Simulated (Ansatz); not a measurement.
**SnO2: a line through an energy map**

One line of a two-coordinate grid on SnO₂ (P6_3/mmc, No. 194; 6 atoms in the cell): volume per atom is varied, at c/a of the conventional cell = 3.059.

Program: Ansatz 0.2.0. Level of theory: DFT LDA+D3(BJ), scalar-relativistic, plane waves, PAW. These are calculated values, not measurements.

16 further runs of the same task are left out: 16 set aside as unsound or not needed.

## (1) The starting structure

Symmetry: P6_3/mmc, No. 194, hexagonal system. Conventional cell: a = 3.155 Å, b = 3.155 Å, c = 9.651 Å, α = 90.00°, β = 90.00°, γ = 120.00°. Around Sn (site symmetry -3m) lie 6 O at 2.07 Å. O (site symmetry 3m) is surrounded by 3 Sn at 2.07 Å.

As a file:

```cif
data_structure
_symmetry_space_group_name_H-M 'P6_3/mmc'
_symmetry_Int_Tables_number 194
_cell_length_a 3.1549
_cell_length_b 3.1549
_cell_length_c 9.6507
_cell_angle_alpha 90.000
_cell_angle_beta 90.000
_cell_angle_gamma 120.000
_cell_volume 83.19
loop_
_atom_site_label
_atom_site_type_symbol
_atom_site_symmetry_multiplicity
_atom_site_Wyckoff_symbol
_atom_site_fract_x
_atom_site_fract_y
_atom_site_fract_z
_atom_site_occupancy
Sn1 Sn 2 a 0.00000 0.00000 0.50000 1
O1 O 4 f 0.66667 0.33333 0.39709 1
```

It goes back to an entry of the Materials Project, which need not be the stable form.

This cell was relaxed beforehand with the same method: volume 13.87 Å³/atom, gap on the mesh 2.02 eV.

## (2) The scan

The energy is mapped over volume and the cell's shape.

The axes are (1) volume per atom: 7 values from 12.756 to 14.974 Å³; (2) c/a of the conventional cell: 7 values from 2.823 to 3.314.

Nothing else is relaxed (fractional coordinates fixed). Energies count from the relaxed crystal. Points are written as (first, second).

## (3) The run at (12.756 Å³, 3.059)

Contents of input.yaml:

```yaml
crystal:
  lattice:
    - [3.0684810871, 0.0, 0.0]
    - [-1.5342405436, 2.6573825724, 0.0]
    - [0.0, 0.0, 9.386165934]
  atoms:
    - { symbol: Sn, position: [0.0, 0.0, 0.5] }
    - { symbol: Sn, position: [0.0, 0.0, 0.0] }
    - { symbol: O, position: [0.6666666667, 0.3333333333, 0.3970883154] }
    - { symbol: O, position: [0.6666666667, 0.3333333333, 0.1029116846] }
    - { symbol: O, position: [0.3333333333, 0.6666666667, 0.6029116846] }
    - { symbol: O, position: [0.3333333333, 0.6666666667, 0.8970883154] }
basis:
  ecutwfc: 520.0
kpoints:
  mp_grid: { grid: [12, 12, 4] }
hamiltonian:
  xc: lda
  pseudopotentials: { kind: paw }
  dispersion: d3bj
scf:
  occupations: { method: gaussian, width: 0.05 }
output:
  forces: true
  stress: true
  eigenvalues: true
```

Run with:

```
> ansatz run input.yaml --threads 1 --pin off --max-ram 2048MiB --backend cpu --events-out ev --progress --plain --runs-dir out
```

The program printed, shortened:

```text
Warning: the engine holds no damping parameters fitted to this dispersion correction and functional, so the run takes those fitted to pbe (hamiltonian.dispersion, under Limitations)
Warning: RAYON_NUM_THREADS=1 ignored (pool sized by the plan → 1); use --threads N
[...]
Pseudopotentials: kind: paw
Pseudopotential: Sn, paw, valence charge 14, recommended cutoff 420 eV (normal), Sn.paw.azcp
Pseudopotential: O, paw, valence charge 6, recommended cutoff 420 eV (normal), O.paw.azcp
Functional definition: SPW92
[...]
Crystal: 6 atoms, lattice volume = 76.536 Å³
Basis set: ecut = 520 eV, 2051 PW (Γ)
Bands: 32, of which v1, the nominal top of the filled ones, is band 26 counted from 1 (25 counted from 0)
Symmetry: 24 space group operations
Space group: P63/mmc (ITA 194), of the structure as read, at distance tolerance 4.2e-5 Å
k-points: 57 of 576
[...]
SCF iter   1: F=—  HF=-13979.801318 eV  |F-HF|=—  |Δ(HF+E_count)|=         —  Δρ=1.73e-2  dr2=1.84e-1  ethr=1.77e-3  ⟨swp⟩=6.7  Hψ=8407  notcnv=0
[...]
SCF iter   7: F=-13979.744112 eV  HF=-13979.744112 eV  |F-HF|=3.07e-9  |Δ(HF+E_count)|=   8.17e-8  Δρ=2.32e-6  dr2=3.64e-9  ethr=1.92e-10  ⟨swp⟩=9.4  Hψ=8111  notcnv=0
[...]
SCF converged after 7 iterations
Free energy (F): -13979.744112 eV
[...]
E sigma→0 (E₀):  -13979.744112 eV
Fermi energy:    8.988437 eV
[...]
--- Forces (eV/Å), atoms counted from 1 ---
  atom   1  Sn     0.00000000     0.00000000     0.00000000
  atom   2  Sn     0.00000000     0.00000000     0.00000000
  atom   3  O      0.00000000    -0.00000000    -1.16279486
  atom   4  O     -0.00000000    -0.00000000     1.16279486
  atom   5  O     -0.00000000     0.00000000     1.16279486
  atom   6  O     -0.00000000     0.00000000    -1.16279486
[...]
--- Stress (GPa, compression-positive) ---
       20.335733       0.000000      -0.000000
        0.000000      20.335733       0.000000
       -0.000000       0.000000      10.609125
  P = ⅓ Tr σ = 17.0935 GPa (170.935 kbar)
--- Band table (eV; the first three rows and the last of 57) ---
[...]
```

Run time: 17 s. Hardware: 1 thread of Arm Neoverse N1, shared host; peak memory 0.41 GiB.

Energy on the map's scale: 55 meV/atom.

## (4) Point (13.126 Å³, 3.059)

Edit input.yaml of step 3 so:

```diff
@@ -2,5 +2,5 @@
   lattice:
-    - [3.0684810871, 0.0, 0.0]
-    - [-1.5342405436, 2.6573825724, 0.0]
-    - [0.0, 0.0, 9.386165934]
+    - [3.0978668495, 0.0, 0.0]
+    - [-1.5489334248, 2.6828313892, 0.0]
+    - [0.0, 0.0, 9.4760539385]
   atoms:
```

Run with:

```
> ansatz run input.yaml --threads 1 --pin off --max-ram 2048MiB --backend cpu --events-out ev --progress --plain --runs-dir out
```

The program printed, shortened:

```text
Warning: the engine holds no damping parameters fitted to this dispersion correction and functional, so the run takes those fitted to pbe (hamiltonian.dispersion, under Limitations)
Warning: RAYON_NUM_THREADS=1 ignored (pool sized by the plan → 1); use --threads N
[...]
Pseudopotentials: kind: paw
Pseudopotential: Sn, paw, valence charge 14, recommended cutoff 420 eV (normal), Sn.paw.azcp
Pseudopotential: O, paw, valence charge 6, recommended cutoff 420 eV (normal), O.paw.azcp
Functional definition: SPW92
[...]
Crystal: 6 atoms, lattice volume = 78.756 Å³
Basis set: ecut = 520 eV, 2099 PW (Γ)
Bands: 32, of which v1, the nominal top of the filled ones, is band 26 counted from 1 (25 counted from 0)
Symmetry: 24 space group operations
Space group: P63/mmc (ITA 194), of the structure as read, at distance tolerance 4.3e-5 Å
k-points: 57 of 576
[...]
SCF iter   1: F=—  HF=-13979.992467 eV  |F-HF|=—  |Δ(HF+E_count)|=         —  Δρ=1.71e-2  dr2=1.90e-1  ethr=1.77e-3  ⟨swp⟩=6.6  Hψ=8311  notcnv=0
[...]
SCF iter   7: F=-13979.934130 eV  HF=-13979.934130 eV  |F-HF|=3.66e-9  |Δ(HF+E_count)|=   9.50e-8  Δρ=2.71e-6  dr2=4.84e-9  ethr=1.92e-10  ⟨swp⟩=9.4  Hψ=7968  notcnv=0
[...]
SCF converged after 7 iterations
Free energy (F): -13979.934130 eV
[...]
E sigma→0 (E₀):  -13979.934130 eV
Fermi energy:    8.472768 eV
[...]
--- Forces (eV/Å), atoms counted from 1 ---
  atom   1  Sn     0.00000000     0.00000000     0.00000000
  atom   2  Sn    -0.00000000     0.00000000     0.00000000
  atom   3  O      0.00000000     0.00000000    -0.72845452
  atom   4  O      0.00000000     0.00000000     0.72845452
  atom   5  O     -0.00000000    -0.00000000     0.72845452
  atom   6  O     -0.00000000    -0.00000000    -0.72845452
[...]
--- Stress (GPa, compression-positive) ---
       12.500844      -0.000000       0.000000
        0.000000      12.500844       0.000000
        0.000000       0.000000       6.508514
  P = ⅓ Tr σ = 10.5034 GPa (105.034 kbar)
--- Band table (eV; the first three rows and the last of 57) ---
[...]
```

It took 19 s on 1 thread of Arm Neoverse N1, shared host; peak memory 0.41 GiB.

Energy on the map's scale: 23 meV/atom.

## (5) Grid point (13.495 Å³, 3.059)

Edit input.yaml of step 4 so:

```diff
@@ -2,5 +2,5 @@
   lattice:
-    - [3.0978668495, 0.0, 0.0]
-    - [-1.5489334248, 2.6828313892, 0.0]
-    - [0.0, 0.0, 9.4760539385]
+    - [3.1266282214, 0.0, 0.0]
+    - [-1.5633141107, 2.7077394679, 0.0]
+    - [0.0, 0.0, 9.5640319974]
   atoms:
```

Run with:

```
> ansatz run input.yaml --threads 1 --pin off --max-ram 2048MiB --backend cpu --events-out ev --progress --plain --runs-dir out
```

The program printed, shortened:

```text
Warning: the engine holds no damping parameters fitted to this dispersion correction and functional, so the run takes those fitted to pbe (hamiltonian.dispersion, under Limitations)
Warning: RAYON_NUM_THREADS=1 ignored (pool sized by the plan → 1); use --threads N
[...]
Pseudopotentials: kind: paw
Pseudopotential: Sn, paw, valence charge 14, recommended cutoff 420 eV (normal), Sn.paw.azcp
Pseudopotential: O, paw, valence charge 6, recommended cutoff 420 eV (normal), O.paw.azcp
Functional definition: SPW92
[...]
Crystal: 6 atoms, lattice volume = 80.970 Å³
Basis set: ecut = 520 eV, 2177 PW (Γ)
Bands: 32, of which v1, the nominal top of the filled ones, is band 26 counted from 1 (25 counted from 0)
Symmetry: 24 space group operations
Space group: P63/mmc (ITA 194), of the structure as read, at distance tolerance 4.3e-5 Å
k-points: 57 of 576
[...]
SCF iter   1: F=—  HF=-13980.098815 eV  |F-HF|=—  |Δ(HF+E_count)|=         —  Δρ=1.70e-2  dr2=1.96e-1  ethr=1.77e-3  ⟨swp⟩=6.5  Hψ=8214  notcnv=0
[...]
SCF iter   7: F=-13980.039286 eV  HF=-13980.039286 eV  |F-HF|=3.81e-9  |Δ(HF+E_count)|=   1.02e-7  Δρ=2.80e-6  dr2=5.23e-9  ethr=1.92e-10  ⟨swp⟩=9.5  Hψ=7755  notcnv=0
[...]
SCF converged after 7 iterations
Free energy (F): -13980.039286 eV
[...]
E sigma→0 (E₀):  -13980.039286 eV
Fermi energy:    7.988193 eV
[...]
--- Forces (eV/Å), atoms counted from 1 ---
  atom   1  Sn     0.00000000     0.00000000     0.00000000
  atom   2  Sn     0.00000000     0.00000000    -0.00000000
  atom   3  O      0.00000000    -0.00000000    -0.34383969
  atom   4  O     -0.00000000    -0.00000000     0.34383969
  atom   5  O      0.00000000     0.00000000     0.34383969
  atom   6  O      0.00000000     0.00000000    -0.34383969
[...]
--- Stress (GPa, compression-positive) ---
        5.784569       0.000000       0.000000
        0.000000       5.784569       0.000000
        0.000000       0.000000       3.007470
  P = ⅓ Tr σ = 4.8589 GPa (48.589 kbar)
--- Band table (eV; the first three rows and the last of 57) ---
[...]
```

Run time: 20 s. Hardware: 1 thread of Arm Neoverse N1, shared host; peak memory 0.41 GiB.

Energy on the map's scale: 5 meV/atom.

## (6) Grid point (14.604 Å³, 3.059)

Edit input.yaml of step 5 so:

```diff
@@ -2,5 +2,5 @@
   lattice:
-    - [3.1266282214, 0.0, 0.0]
-    - [-1.5633141107, 2.7077394679, 0.0]
-    - [0.0, 0.0, 9.5640319974]
+    - [3.210030967, 0.0, 0.0]
+    - [-1.6050154835, 2.7799683643, 0.0]
+    - [0.0, 0.0, 9.8191523605]
   atoms:
```

Run with:

```
> ansatz run input.yaml --threads 1 --pin off --max-ram 2048MiB --backend cpu --events-out ev --progress --plain --runs-dir out
```

The program printed, shortened:

```text
Warning: the engine holds no damping parameters fitted to this dispersion correction and functional, so the run takes those fitted to pbe (hamiltonian.dispersion, under Limitations)
Warning: RAYON_NUM_THREADS=1 ignored (pool sized by the plan → 1); use --threads N
[...]
Pseudopotentials: kind: paw
Pseudopotential: Sn, paw, valence charge 14, recommended cutoff 420 eV (normal), Sn.paw.azcp
Pseudopotential: O, paw, valence charge 6, recommended cutoff 420 eV (normal), O.paw.azcp
Functional definition: SPW92
[...]
Crystal: 6 atoms, lattice volume = 87.624 Å³
Basis set: ecut = 520 eV, 2311 PW (Γ)
Bands: 32, of which v1, the nominal top of the filled ones, is band 26 counted from 1 (25 counted from 0)
Symmetry: 24 space group operations
Space group: P63/mmc (ITA 194), of the structure as read, at distance tolerance 4.4e-5 Å
k-points: 57 of 576
[...]
SCF iter   1: F=—  HF=-13980.023059 eV  |F-HF|=—  |Δ(HF+E_count)|=         —  Δρ=1.69e-2  dr2=2.21e-1  ethr=1.77e-3  ⟨swp⟩=6.3  Hψ=8130  notcnv=0
[...]
SCF iter   7: F=-13979.959413 eV  HF=-13979.959413 eV  |F-HF|=7.31e-9  |Δ(HF+E_count)|=   1.21e-7  Δρ=3.14e-6  dr2=8.40e-9  ethr=1.92e-10  ⟨swp⟩=9.4  Hψ=7817  notcnv=0
[...]
SCF converged after 7 iterations
Free energy (F): -13979.959413 eV
[...]
E sigma→0 (E₀):  -13979.959413 eV
Fermi energy:    6.692784 eV
[...]
--- Forces (eV/Å), atoms counted from 1 ---
  atom   1  Sn     0.00000000    -0.00000000     0.00000000
  atom   2  Sn    -0.00000000     0.00000000    -0.00000000
  atom   3  O      0.00000000     0.00000000     0.57428774
  atom   4  O     -0.00000000     0.00000000    -0.57428774
  atom   5  O      0.00000000    -0.00000000    -0.57428774
  atom   6  O      0.00000000    -0.00000000     0.57428774
[...]
--- Stress (GPa, compression-positive) ---
       -9.233135       0.000000      -0.000000
        0.000000      -9.233135      -0.000000
       -0.000000      -0.000000      -4.765198
  P = ⅓ Tr σ = -7.7438 GPa (-77.438 kbar)
--- Band table (eV; the first three rows and the last of 57) ---
[...]
```

It took 21 s on 1 thread of Arm Neoverse N1, shared host; peak memory 0.43 GiB.

That is 19 meV/atom from the zero.

## (7) Grid point (14.974 Å³, 3.059)

Edit input.yaml of step 6 so:

```diff
@@ -2,5 +2,5 @@
   lattice:
-    - [3.210030967, 0.0, 0.0]
-    - [-1.6050154835, 2.7799683643, 0.0]
-    - [0.0, 0.0, 9.8191523605]
+    - [3.2369144662, 0.0, 0.0]
+    - [-1.6184572331, 2.8032501576, 0.0]
+    - [0.0, 0.0, 9.9013862011]
   atoms:
```

Run with:

```
> ansatz run input.yaml --threads 1 --pin off --max-ram 2048MiB --backend cpu --events-out ev --progress --plain --runs-dir out
```

The program printed, shortened:

```text
Warning: the engine holds no damping parameters fitted to this dispersion correction and functional, so the run takes those fitted to pbe (hamiltonian.dispersion, under Limitations)
Warning: RAYON_NUM_THREADS=1 ignored (pool sized by the plan → 1); use --threads N
[...]
Pseudopotentials: kind: paw
Pseudopotential: Sn, paw, valence charge 14, recommended cutoff 420 eV (normal), Sn.paw.azcp
Pseudopotential: O, paw, valence charge 6, recommended cutoff 420 eV (normal), O.paw.azcp
Functional definition: SPW92
[...]
Crystal: 6 atoms, lattice volume = 89.844 Å³
Basis set: ecut = 520 eV, 2401 PW (Γ)
Bands: 32, of which v1, the nominal top of the filled ones, is band 26 counted from 1 (25 counted from 0)
Symmetry: 24 space group operations
Space group: P63/mmc (ITA 194), of the structure as read, at distance tolerance 4.5e-5 Å
k-points: 57 of 576
[...]
SCF iter   1: F=—  HF=-13979.895984 eV  |F-HF|=—  |Δ(HF+E_count)|=         —  Δρ=1.69e-2  dr2=2.31e-1  ethr=1.77e-3  ⟨swp⟩=6.4  Hψ=8116  notcnv=0
[...]
SCF iter   7: F=-13979.830311 eV  HF=-13979.830311 eV  |F-HF|=4.84e-9  |Δ(HF+E_count)|=   1.93e-7  Δρ=2.70e-6  dr2=9.66e-9  ethr=1.92e-10  ⟨swp⟩=9.5  Hψ=8148  notcnv=0
[...]
SCF converged after 7 iterations
Free energy (F): -13979.830311 eV
[...]
E sigma→0 (E₀):  -13979.830311 eV
Fermi energy:    6.307841 eV
[...]
--- Forces (eV/Å), atoms counted from 1 ---
  atom   1  Sn     0.00000000     0.00000000     0.00000000
  atom   2  Sn     0.00000000    -0.00000000     0.00000000
  atom   3  O     -0.00000000     0.00000000     0.81590882
  atom   4  O      0.00000000     0.00000000    -0.81590882
  atom   5  O      0.00000000    -0.00000000    -0.81590882
  atom   6  O     -0.00000000    -0.00000000     0.81590882
[...]
--- Stress (GPa, compression-positive) ---
      -12.892864       0.000000      -0.000000
       -0.000000     -12.892864       0.000000
       -0.000000       0.000000      -6.645630
  P = ⅓ Tr σ = -10.8105 GPa (-108.105 kbar)
--- Band table (eV; the first three rows and the last of 57) ---
[...]
```

Run time: 21 s. Hardware: 1 thread of Arm Neoverse N1, shared host; peak memory 0.43 GiB.

Energy on the map's scale: 40 meV/atom.

## (8) The line in numbers

| volume per atom (Å³) | step | energy (meV/atom) | slope (meV/atom per Å³) | pressure (GPa) | band gap on the k-mesh (eV) | largest force on an atom (eV/Å) |
| --- | --- | --- | --- | --- | --- | --- |
| 12.756 | 3 | 55 | −107 | 17.1 | 2.60 | 1.16 |
| 13.126 | 4 | 23 | −66 | 10.5 | 2.39 | 0.73 |
| 13.495 | 5 | 5 | −30 | 4.9 | 2.20 | 0.34 |
| 13.865 | – | 0 | 0 | 0.0 | 2.02 | 0.00 |
| 14.235 | – | 4.9 | 26 | −4.2 | 1.85 | 0.30 |
| 14.604 | 6 | 19 | 48 | −7.7 | 1.69 | 0.57 |
| 14.974 | 7 | 40 | 67 | −10.8 | 1.55 | 0.82 |

Energies count from the relaxed crystal. Rows without a step come from runs not printed here or follow by symmetry. Slopes come from the forces (and the stress, where the cell changes), not from differences of energies.

**Reading.** Along the line the energy is lowest at 13.865 Å³, 0 meV/atom from the zero. A fit to energies and slopes at the lowest point and its two neighbours puts the minimum at 13.8650 Å³, with a curvature of about 76 meV/atom per (Å³)². V·d²E/dV² there is about 170 GPa, a bulk modulus under this line's constraint. The highest point computed, at 12.756 Å³, lies 55 meV/atom above the lowest. This is one cut through a surface in two coordinates; it holds the lowest point sampled, which need not be a minimum.

The gaps are Kohn-Sham values of a semilocal functional, not quasiparticle or optical gaps. Such gaps usually fall short of the measured ones.
